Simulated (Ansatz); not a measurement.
**CH₄GeOSe: a ladder of functionals and wavefunction methods**

How much do the methods differ for CH₄GeOSe? The plan is to run it at one geometry with functionals of several rungs and with coupled cluster, and see how far each lands from CCSD(T) at the basis-set limit for the atomisation energy.

Program: Ansatz 0.2.0, Gaussian basis. Level of theory: functionals in def2-TZVPP, the program's frozen cores in correlated methods. These are calculated values, not measurements.

Levels to be run: PBE-D4, r2SCAN-D4, PBE0-D4, B3LYP-D4, ωB97X-V, ωB97M-V, B2PLYP; CCSD(T)/def2-TZVPP; MP2/def2-QZVPP; extrapolation to the limit.

### 1 The relaxed structure

All runs share one geometry, relaxed beforehand with PBE0-D4 in a triple-zeta def2 set.

SMILES `O=C[Se][GeH3]`, 8 atoms, charge 0, spin multiplicity 1.

Atoms are counted from 1 here; the program's logs count them from 0.

Bond lengths: O1–C2 1.194 Å, C2–Se3 1.921 Å, C2–H5 1.105 Å, Se3–Ge4 2.371 Å, Ge4–H6 1.530 Å, Ge4–H7 1.530 Å, Ge4–H8 1.534 Å. Angles: O1–C2–Se3 125.2°, O1–C2–H5 123.3°, Se3–C2–H5 111.5°, C2–Se3–Ge4 93.4°, Se3–Ge4–H6 109.0°, Se3–Ge4–H7 109.0°, Se3–Ge4–H8 104.0°, H6–Ge4–H7 112.1°, H6–Ge4–H8 111.2°, H7–Ge4–H8 111.2°.

Geometry (Å):

```mol
CH4GeOSe
  3D, bonds by distance, orders not assigned

  8  7  0  0  0  0  0  0  0  0999 V2000
    0.4053    1.6924   -0.7149 O   0  0
   -0.7136    1.3299   -0.9230 C   0  0
   -1.4601   -0.3444   -0.3503 Se  0  0
    0.5494   -1.0445    0.6951 Ge  0  0
   -1.4528    1.9334   -1.4791 H   0  0
    0.9014   -0.0582    1.8107 H   0  0
    1.6542   -1.1381   -0.3594 H   0  0
    0.2083   -2.4278    1.2651 H   0  0
  1  2  8  0
  2  3  8  0
  3  4  8  0
  2  5  8  0
  4  6  8  0
  4  7  8  0
  4  8  8  0
M  END
```

### 2 PBE-D4 (GGA)

in.yaml reads:

```yaml
crystal:
  periodic: [false, false, false]
  atoms:
    - {symbol: O, position_ang: [0.405288, 1.692414, -0.714854]}
    - {symbol: C, position_ang: [-0.713632, 1.329902, -0.922963]}
    - {symbol: Se, position_ang: [-1.460082, -0.344401, -0.350303]}
    - {symbol: Ge, position_ang: [0.549394, -1.044521, 0.695117]}
    - {symbol: H, position_ang: [-1.452800, 1.933445, -1.479141]}
    - {symbol: H, position_ang: [0.901358, -0.058155, 1.810680]}
    - {symbol: H, position_ang: [1.654209, -1.138114, -0.359366]}
    - {symbol: H, position_ang: [0.208265, -2.427770, 1.265129]}
basis:
  gaussian: {orbitals: def2-TZVPP}
hamiltonian: {xc: pbe, dispersion: d4}
output: {forces: true, orbitals: {seedname: orbitals}}
```

Launch:

```bash
$ ansatz run in.yaml --threads 4 --pin off --events-out ev --progress --plain --max-ram 10444MiB
```

After this run come: r2SCAN-D4 (meta-GGA); PBE0-D4 (hybrid); B3LYP-D4 (hybrid); ωB97X-V (range-separated); ωB97M-V (range-separated); B2PLYP (double hybrid); CCSD(T) in def2-TZVPP; MP2 in def2-QZVPP.

Q: Predict the results of all the runs planned. Wanted: atomisation energy, CCSD(T)/CBS; farthest; mean size of error, hybrid; mean size of error, range-separated; gap, smallest and largest; T1 diagnostic; triples share of the correlation energy.

The runs gave:

```
                               quantity                                           value
        atomisation energy, CCSD(T)/CBS                                       27.135 eV
    functionals within 0.271 eV (1.0 %)  r2SCAN-D4, PBE0-D4, B3LYP-D4, ωB97X-V, ωB97M-V
                               farthest                              PBE-D4 (+0.664 eV)
             mean size of error, hybrid                                        0.168 eV
    mean size of error, range-separated                                        0.141 eV
              gap, smallest and largest            4.15 eV (PBE-D4), 10.81 eV (ωB97X-V)
                          T1 diagnostic                                          0.0141
triples share of the correlation energy                                           4.1 %
```

In words: PBE-D4 is off by +0.664 eV. Double hybrids carry the basis error of their MP2 part in triple zeta, and no dispersion term here, so their miss is partly the set-up's. Misses under about 0.271 eV are within the doubt on the reference itself, which lacks core-valence correlation, relativity and higher excitations, and its outer-core shells are covered unevenly. All levels share the lack of spin-orbit coupling, which lowers the free heavy atoms and so the true binding. Hartree-Fock recovers 67 % of the binding; the rest is correlation. The gap grows from 4.1 to 10.8 eV across the functionals, mostly with the share of exact exchange. Correlated methods include outer-core shells of Ge, Se, which these sets cover unevenly.
